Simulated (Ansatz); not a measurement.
Crystal: Ba2Tl5V3O12.

```
Ba V Tl O
1.0
     8.15421    0.00000    0.00000
    -4.07711    7.06176    0.00000
     0.00000    0.00000    6.92128
Ba V Tl O
2 3 5 12
Cartesian
  0.0000 0.0000 1.6301
  0.0000 0.0000 5.2912
  4.0771 0.0000 0.0000
  -2.0386 3.5309 0.0000
  2.0386 3.5309 0.0000
  4.0771 0.0000 3.4606
  -2.0386 3.5309 3.4606
  2.0386 3.5309 3.4606
  0.0000 4.7079 1.5565
  4.0771 2.3539 5.3648
  1.3636 2.4246 5.6370
  1.2955 7.0304 5.6370
  -2.6592 4.6685 5.6370
  1.4179 2.3932 1.2843
  5.4407 4.6372 1.2843
  5.3726 0.0314 1.2843
  2.7135 4.6372 1.2843
  2.7816 0.0314 1.2843
  6.7363 2.3932 1.2843
  2.6592 4.6685 5.6370
  -1.3636 2.4246 5.6370
  -1.2955 7.0304 5.6370
```

The cell was built by a generator and needn't be a form met in nature.

```yaml
Program: Ansatz 0.2.0
Task: relaxation of cell and atoms
Functional: r2SCAN
Dispersion: D4
Potentials_or_basis: Ansatz PAW
Cutoff: "500 eV (not typed: the program's choice for these potentials)"
k_mesh: 3 × 3 × 3
Occupations: fermi-dirac, width 0.05 eV
Spin: collinear spin, ferromagnetic start
Starting_moments: "[0.0, 0.0, 2.0, 2.0, 2.0, 0.0, 0.0, 0.0, 0.0, 0.0, 0.0, 0.0, 0.0, 0.0, 0.0, 0.0, 0.0, 0.0, 0.0, 0.0, 0.0, 0.0] μB"
```

At the start: volume 18.12 Å³/atom.

Task: Where does the relaxation end?

Result: It ends after 6 steps and the volume is 17.28 Å³/atom (-4.6 %); space group P-3m1 (No. 164, to 0.05 Å); moment 0.00 μB per cell.

Step by step:
```
step  energy change (eV)  largest force (eV/Å)  volume (Å³)
   1              0.0000                0.3558       398.55
   2             -0.1377                0.6411       382.62
   3             -0.1894                0.1176       379.40
   4             -0.1922                0.0647       380.00
   5             -0.1934                0.0049       380.09
   6             -0.1877                0.0054       380.09
```

Final structure:
```xyz
22
Lattice="8.0421 0.0000 0.0000 -4.0211 6.9647 0.0000 0.0000 0.0000 6.7859" Properties=species:S:1:pos:R:3 pbc="T T T"
Ba    0.0000    0.0000    1.6157
Ba    0.0000    0.0000    5.1702
V     4.0211    0.0000    0.0000
V    -2.0105    3.4823    0.0000
V     2.0105    3.4823    0.0000
Tl    4.0211    0.0000    3.3930
Tl   -2.0105    3.4823    3.3930
Tl    2.0105    3.4823    3.3930
Tl    0.0000    4.6431    1.5476
Tl    4.0211    2.3216    5.2384
O     1.3415    2.3906    5.5072
O     1.2800    6.9312    5.5072
O    -2.6215    4.6076    5.5072
O     1.3995    2.3570    1.2787
O     5.3625    4.5741    1.2787
O     5.3011    0.0335    1.2787
O     2.6796    4.5741    1.2787
O     2.7410    0.0335    1.2787
O     6.6426    2.3570    1.2787
O     2.6215    4.6076    5.5072
O    -1.3415    2.3906    5.5072
O    -1.2800    6.9312    5.5072
```

Caveat: the magnetic or orbital state may not be the lowest; the plane-wave basis is chosen anew once the cell has moved, so the energies of steps on either side of that aren't comparable; pairwise dispersion overbinds metals, which lowers pressure and volume; the PAW data sets come from PBE, with cores solved anew for the run's functional, which leaves a small shift of forces and pressure; the starting moments weren't kept.
